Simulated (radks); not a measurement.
# Valence configurations of Mo

An exercise on one series of results from a longer session: the logs are not shown, and one member is left open.

The numbers are computed with radks (a radial shooting solver on a logarithmic mesh, Libxc functionals) version 1 (Dirac Kohn-Sham, LDA (Slater exchange, Perdew-Wang correlation), spin-unpolarised, spherical densities, point nucleus; open shells fill j = l - 1/2 first), except any that are marked as measured or tabulated.

### What is computed

| Quantity | Value |
| --- | --- |
| element | molybdenum (Z = 42) |
| charge | 0 |
| electrons | 42 |
| configuration | [Kr] 4d5 5s1 |
| others tried | 4d4 5s1 5p1; 4d5 5p1; 4d4 5s2; 4d3 5s2 5p1; 4d5.5 5s0.5; 4d6; 4d4.5 5s1.5; 4d4.5 5s0.5 5p1; 4d5 5s0.5 5p0.5 |

The first run:

Input:

```text
Z 42
configuration [Kr] 4d5 5s1
relativity Dirac
functional lda,pw
spin unpolarised
j_filling energy
nucleus point
c 137.035999084
```

Command:

```console
> python run_ks.py task.json out
```

This one command runs every case of the session in turn.

Among the steps run: [Kr] 4d5 5s1.

One table of the session follows, with a row left open; its other results are not shown here.

It belongs to the step «[Kr] 4d5 5s1». From the orbitals of this run (lengths in bohr):

| level | <r> | outermost maximum (interpolated) | 90 % within | nodes |
| --- | --- | --- | --- | --- |
| 3d3/2 | ? | ? | ? | ? |
| 3d5/2 | 0.4170 | 0.323 | 0.667 | 0 |
| 4s1/2 | 1.106 | 0.987 | 1.62 | 3 |
| 4p1/2 | 1.216 | 1.05 | 1.81 | 2 |
| 4p3/2 | 1.248 | 1.08 | 1.86 | 2 |
| 5s1/2 | 3.554 | 2.93 | 5.35 | 4 |
| 4d3/2 | 1.991 | 1.38 | 3.32 | 1 |
| 4d5/2 | 2.024 | 1.40 | 3.39 | 1 |

Q: Estimate the row for 3d3/2 from the others.

The run gave: <r>: 0.4135; outermost maximum (interpolated): 0.320; 90 % within: 0.662; nodes: 0. In the column «<r>» it is the lowest.
